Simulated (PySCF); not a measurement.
# C4H6BN: the cost of one run

The runs use PySCF 2.14.0, with density-fitted response routines of our own; the level of theory stands in each step. All values are computed, except where a source is named. Atoms count from 0, in the outputs and in this text.

**1. The molecule as given**

12 atoms, charge 0, multiplicity 1; geometry from: PBE0-D3(BJ)/def2-SVP.

Bonds of the start (Å): C0–C1 1.22, C1–C2 1.42, C2–C3 1.35, C3–B4 1.57, B4–N5 1.39, C0–H6 1.07, C2–H7 1.10, C3–H8 1.10, B4–H9 1.21, N5–H10 1.01, N5–H11 1.01.

**2. Core-electron binding energies: SCAN, X2C**

Job settings and geometry (Å):

```
{"job": {"kind": "xps"}, "charge": 0, "multiplicity": 1}
C      1.792051     1.576401    -0.673972
C      1.489285     0.401611    -0.589007
C      1.190194    -0.988191    -0.509436
C     -0.005620    -1.531169    -0.187467
B     -1.338038    -0.793622     0.195282
N     -1.495865     0.582625     0.080730
H      2.065473     2.612829    -0.747790
H      2.041799    -1.642356    -0.738710
H     -0.022489    -2.627347    -0.182740
H     -2.276584    -1.440569     0.608808
H     -2.353303     1.052209     0.337319
H     -0.759646     1.198219    -0.245653
```

Level: delta-SCF UKS SCAN, pcX-2 on the ionised atom, pcseg-1 elsewhere, spin-free X2C.

Run with:

```sh
$ OMP_NUM_THREADS=1 python probes_run.py task.json out
```

The driver reads the jobs from task.json and runs them one after another.

**Question.** How long does this first job take on 1 thread of Intel Xeon 6975P-C, shared host, and how much memory does it need?

About 30 s, with a peak of 0.51 GiB.
